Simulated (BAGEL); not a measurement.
**HF/6-31G(d) (density fitting with qzvpp-jkfit, spherical functions) run of C2H6SSi (SMILES C=CS[SiH3])**

What is the energy change on altering one bond length of C2H6SSi at HF/6-31G* (density fitting with qzvpp-jkfit, spherical functions)? 

The results are computed with BAGEL 1.2.2.

### Step 1. The molecule

C2H6SSi has 10 atoms, charge 0, and is taken as a singlet. SMILES: `C=CS[SiH3]`. Geometry: relaxed at PBE0-D4/def2-TZVP. This is one conformer, not always the lowest.

Bond lengths: C1–C2 1.326 Å, C2–S3 1.761 Å, S3–Si4 2.134 Å, C1–H5 1.084 Å, C1–H6 1.084 Å, C2–H7 1.086 Å, Si4–H8 1.483 Å, Si4–H9 1.487 Å, Si4–H10 1.485 Å. Some angles: C1–C2–S3 123.0°, C2–S3–Si4 99.3°, C1–C2–H7 120.9°, S3–C2–H7 116.0°, C2–C1–H5 122.0°, C2–C1–H6 120.3°, S3–Si4–H8 105.8°, S3–Si4–H9 109.5°, S3–Si4–H10 112.1°, H5–C1–H6 117.8°.

### Step 2. The energy at HF/6-31G(d) (density fitting with qzvpp-jkfit, spherical functions)

File job.json:

```json
{ "bagel" : [

{
  "title" : "molecule",
  "basis" : "6-31gs.json",
  "df_basis" : "qzvpp-jkfit",
  "angstrom" : true,
  "geometry" : [
    { "atom" : "C", "xyz" : [      -0.195600,       2.194800,       0.281400 ] },
    { "atom" : "C", "xyz" : [      -0.226300,       0.880200,       0.452200 ] },
    { "atom" : "S", "xyz" : [      -1.058900,      -0.210600,      -0.651600 ] },
    { "atom" : "Si", "xyz" : [       0.221300,      -1.910500,      -0.489400 ] },
    { "atom" : "H", "xyz" : [      -0.634600,       2.671300,      -0.587500 ] },
    { "atom" : "H", "xyz" : [       0.268100,       2.831400,       1.025600 ] },
    { "atom" : "H", "xyz" : [       0.218000,       0.421700,       1.331200 ] },
    { "atom" : "H", "xyz" : [      -0.480000,      -3.012300,      -1.191100 ] },
    { "atom" : "H", "xyz" : [       0.422800,      -2.245200,       0.945100 ] },
    { "atom" : "H", "xyz" : [       1.548200,      -1.672000,      -1.112800 ] }
  ]
},

{ "title" : "hf" },

{ "title" : "print", "file" : "orbitals.molden", "orbitals" : true }

]}
```

The basis set 6-31G* is read from a file made from the Basis Set Exchange's data (not shown).

Run with:

```
BAGEL_NUM_THREADS=1 BAGEL job.json > job.out
```

Output:

```text
* using 1 threads per process

  ===============================================================
  ===============================================================

  *** Geometry ***

  { "atom" : "C", "xyz" : [     -0.369630,      4.147571,      0.531769 ] },
  { "atom" : "C", "xyz" : [     -0.427645,      1.663337,      0.854534 ] },
  { "atom" : "S", "xyz" : [     -2.001031,     -0.397976,     -1.231346 ] },
  { "atom" : "Si", "xyz" : [      0.418196,     -3.610322,     -0.924832 ] },
  { "atom" : "H", "xyz" : [     -1.199220,      5.048025,     -1.110214 ] },
  { "atom" : "H", "xyz" : [      0.506636,      5.350571,      1.938103 ] },
  { "atom" : "H", "xyz" : [      0.411960,      0.796898,      2.515603 ] },
  { "atom" : "H", "xyz" : [     -0.907069,     -5.692422,     -2.250853 ] },
  { "atom" : "H", "xyz" : [      0.798976,     -4.242813,      1.785980 ] },
  { "atom" : "H", "xyz" : [      2.925674,     -3.159622,     -2.102887 ] },

  Number of auxiliary basis functions:      514

  Since a DF basis is specified, we compute 2- and 3-index integrals:
    o Being stored without compression. Storage requirement is 0.024 GB

  Number of basis functions:       76
  Number of electrons      :       48

    * METHOD: MOLECULE                             0.24

  *** RHF ***

  === Nuclear Repulsion ===
   201.0327670725

      * DIIS with orbital gradients will be used.

  === RHF iteration (6-31gs.json) ===
      0       -765.54450095          0.01282733           0.07
      1       -765.62614696          0.00499071           0.07
      2       -765.63813083          0.00153030           0.06
      3       -765.63974098          0.00030044           0.07
      4       -765.63980500          0.00010819           0.06
      5       -765.63982129          0.00004398           0.07
      6       -765.63982340          0.00001259           0.06
      7       -765.63982359          0.00000433           0.07
      8       -765.63982361          0.00000112           0.06
      9       -765.63982361          0.00000035           0.07
     10       -765.63982361          0.00000010           0.06
     11       -765.63982361          0.00000005           0.06
     12       -765.63982361          0.00000001           0.06
     13       -765.63982361          0.00000001           0.06
    * SCF iteration converged.

    * Permanent dipole moment:
           (   -0.495941,     0.029292,    -0.307007) a.u.

    * METHOD: HF                                   1.06

    * METHOD: PRINT                                0.01

  ===============================================================
```

Wall time 1.5 s (1 thread of Arm Neoverse V2, shared host); peak memory 0.12 GiB.

### Step 3. The distorted shape, same level

File calc.json:

```json
{ "bagel" : [

{
  "title" : "molecule",
  "basis" : "6-31gs.json",
  "df_basis" : "qzvpp-jkfit",
  "angstrom" : true,
  "geometry" : [
    { "atom" : "C", "xyz" : [      -1.787878,       1.908600,       1.029479 ] },
    { "atom" : "C", "xyz" : [      -1.818578,       0.594000,       1.200279 ] },
    { "atom" : "S", "xyz" : [      -2.651178,      -0.496800,       0.096479 ] },
    { "atom" : "Si", "xyz" : [      -1.370978,      -2.196700,       0.258679 ] },
    { "atom" : "H", "xyz" : [      -2.226878,       2.385100,       0.160579 ] },
    { "atom" : "H", "xyz" : [      -1.324178,       2.545200,       1.773679 ] },
    { "atom" : "H", "xyz" : [      -1.374278,       0.135500,       2.079279 ] },
    { "atom" : "H", "xyz" : [      -2.072278,      -3.298500,      -0.443021 ] },
    { "atom" : "H", "xyz" : [      -1.169478,      -2.531400,       1.693179 ] },
    { "atom" : "H", "xyz" : [       1.548200,      -1.672000,      -1.112800 ] }
  ]
},

{
  "title" : "hf"
},

{
  "title" : "print",
  "file" : "orbitals.molden",
  "orbitals" : true
}

]}
```

The basis set 6-31G* is read from a file made from the Basis Set Exchange's data (not shown).

Run with:

```
BAGEL_NUM_THREADS=1 BAGEL calc.json > calc.out
```

Output:

```text
* using 1 threads per process

  ===============================================================
  ===============================================================

  *** Geometry ***

  { "atom" : "C", "xyz" : [     -3.378600,      3.606731,      1.945433 ] },
  { "atom" : "C", "xyz" : [     -3.436614,      1.122497,      2.268199 ] },
  { "atom" : "S", "xyz" : [     -5.010000,     -0.938816,      0.182319 ] },
  { "atom" : "Si", "xyz" : [     -2.590773,     -4.151161,      0.488832 ] },
  { "atom" : "H", "xyz" : [     -4.208190,      4.507186,      0.303450 ] },
  { "atom" : "H", "xyz" : [     -2.502334,      4.809731,      3.351768 ] },
  { "atom" : "H", "xyz" : [     -2.597009,      0.256058,      3.929268 ] },
  { "atom" : "H", "xyz" : [     -3.916038,     -6.233262,     -0.837188 ] },
  { "atom" : "H", "xyz" : [     -2.209993,     -4.783653,      3.199645 ] },
  { "atom" : "H", "xyz" : [      2.925674,     -3.159622,     -2.102887 ] },

  Number of auxiliary basis functions:      514

  Since a DF basis is specified, we compute 2- and 3-index integrals:
    o Being stored without compression. Storage requirement is 0.024 GB

  Number of basis functions:       76
  Number of electrons      :       48

    * METHOD: MOLECULE                             0.24

  *** RHF ***

  === Nuclear Repulsion ===
   196.7942195237

      * DIIS with orbital gradients will be used.

  === RHF iteration (6-31gs.json) ===
      0       -765.29074862          0.01425685           0.07
      1       -765.39571702          0.00782028           0.06
      2       -765.43941971          0.00188012           0.07
      3       -765.44239894          0.00040774           0.07
      4       -765.44252535          0.00013425           0.07
      5       -765.44255370          0.00005999           0.07
      6       -765.44255822          0.00001934           0.07
      7       -765.44255882          0.00000570           0.06
      8       -765.44255887          0.00000139           0.06
      9       -765.44255888          0.00000047           0.06
     10       -765.44255888          0.00000015           0.06
     11       -765.44255888          0.00000005           0.07
     12       -765.44255888          0.00000002           0.06
     13       -765.44255888          0.00000001           0.06
    * SCF iteration converged.

    * Permanent dipole moment:
           (    0.807962,    -0.138661,    -0.905036) a.u.

    * METHOD: HF                                   1.06

    * METHOD: PRINT                                0.01

  ===============================================================
```

Wall time 1.5 s (1 thread of Arm Neoverse V2, shared host); peak memory 0.12 GiB.

### Step 4. What came out

Level: HF/6-31G* (density fitting with qzvpp-jkfit, spherical functions).

| quantity | value |
| --- | --- |
| first shape: total energy | -765.63982 Eh |
| first shape: dipole moment | 1.48 D |
| first shape: HOMO energy | -9.00 eV |
| first shape: LUMO energy | 3.47 eV |
| first shape: HOMO–LUMO gap | 12.47 eV |
| distorted shape: total energy | -765.44256 Eh |
| distorted shape: dipole moment | 3.10 D |
| distorted shape: HOMO energy | -7.61 eV |
| distorted shape: LUMO energy | -0.70 eV |
| distorted shape: HOMO–LUMO gap | 6.91 eV |
| energy change with the Si4–H10 bond stretched from 1.485 to 3.268 Å | 5.368 eV |

In words: One bond (distorted shape) is far stretched, which a spin-restricted single reference describes badly; a broken-symmetry solution may lie lower. With the Si4–H10 bond stretched from 1.485 to 3.268 Å the energy rises by 5.37 eV (124 kcal/mol). The first shape isn't relaxed at this level, so the change isn't measured from a minimum. A restricted reference can't describe the breaking bond well at this length.
